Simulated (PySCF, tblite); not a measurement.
**C₄H₁₂Si₂: geometry, infrared bands and NMR shifts**

Aim: predict the infrared bands and NMR shifts of C₄H₁₂Si₂ (`C[Si]1(C)C[SiH2]C1`).

Programs: tblite 0.8.0 and PySCF 2.14.0, with density-fitted response routines of our own. Each step states its level of theory. These are calculated values for one molecule in the gas phase, unless marked as measured. Atoms count from 0, in the outputs and in this text.

## 1. The starting structure

18 atoms, charge 0, multiplicity 1; geometry from: force field or distance geometry start.

Bonds of the start (Å): C0–Si1 1.83, Si1–C2 1.81, Si1–C3 1.89, C3–Si4 1.89, Si4–C5 1.91, C5–Si1 1.88, C0–H6 1.10, C0–H7 1.09, C0–H8 1.09, C2–H9 1.09, C2–H10 1.10, C2–H11 1.10, C3–H12 1.11, C3–H13 1.09, Si4–H14 1.50, Si4–H15 1.48, C5–H16 1.09, C5–H17 1.10.

## 2. Optimising the geometry with GFN2-xTB

The job: settings as JSON, then the geometry in Å.

```
{"job": {"kind": "relax", "xc": "GFN2-xTB", "basis": "xTB"}, "charge": 0, "multiplicity": 1}
C     -1.408300    -1.659500    -0.113900
Si    -0.452800    -0.102700    -0.073400
C     -1.399400     1.425500    -0.306700
C      0.671800    -0.027200     1.440600
Si     2.062900     0.523600     0.289300
C      1.069900    -0.203600    -1.171200
H     -2.187800    -1.668500     0.659400
H     -0.777100    -2.531200     0.045100
H     -1.916100    -1.786600    -1.075200
H     -0.785000     2.323700    -0.266700
H     -2.184200     1.540600     0.455600
H     -1.917700     1.427500    -1.279500
H      0.860400    -1.004000     1.921700
H      0.398000     0.695300     2.207900
H      2.172800     2.012400     0.206100
H      3.354300    -0.158000     0.536900
H      1.052000     0.424600    -2.060400
H      1.377500    -1.225400    -1.427000
```

Started as:

```sh
> OMP_NUM_THREADS=1 python probes_run.py task.json out
```

One launch serves the whole session: the jobs run in the order shown.

**Question.** This job is followed by: GFN2-xTB harmonic vibrations, gas phase; GIAO PBE0/pcSseg-1 NMR shielding, non-relativistic, gas phase. What will the session give for the following? strongest single infrared mode (GFN2-xTB); zero-point energy (GFN2-xTB); 13C shifts against TMS (PBE0/pcSseg-1, means over atoms taken as alike); 1H shifts against TMS (PBE0/pcSseg-1, means over atoms taken as alike); 29Si shifts against TMS (PBE0/pcSseg-1); surface potential, 1st and 99th percentile.

The runs gave:

| quantity | value |
| --- | --- |
| strongest single infrared mode (GFN2-xTB) | 2224 cm⁻¹, 547 km/mol |
| zero-point energy (GFN2-xTB) | 89.9 kcal/mol |
| 13C shifts against TMS (PBE0/pcSseg-1, means over atoms taken as alike) | 2.4, 1.1 ppm |
| 1H shifts against TMS (PBE0/pcSseg-1, means over atoms taken as alike) | 4.76, 0.47, 0.25 ppm |
| 29Si shifts against TMS (PBE0/pcSseg-1) | 16.2, -45.1 ppm |
| surface potential, 1st and 99th percentile | -0.27 V and 0.78 V |

**Reading.** Over 84 steps the energy fell by 0.358 eV; of the close pairs, Si1–C2 changed most, 1.813 to 1.902 Å. All 48 modes are real, so the xTB geometry is a minimum. The strongest single mode, at 2224 cm⁻¹, moves mainly H14 and H15. Unscaled tight-binding wavenumbers are off by several per cent, some by more. Its intensities can rank the bands wrongly. At PBE0/pcSseg-1: The widest tensor belongs to Si4: span 66 ppm, with a paramagnetic part of -487 ppm.
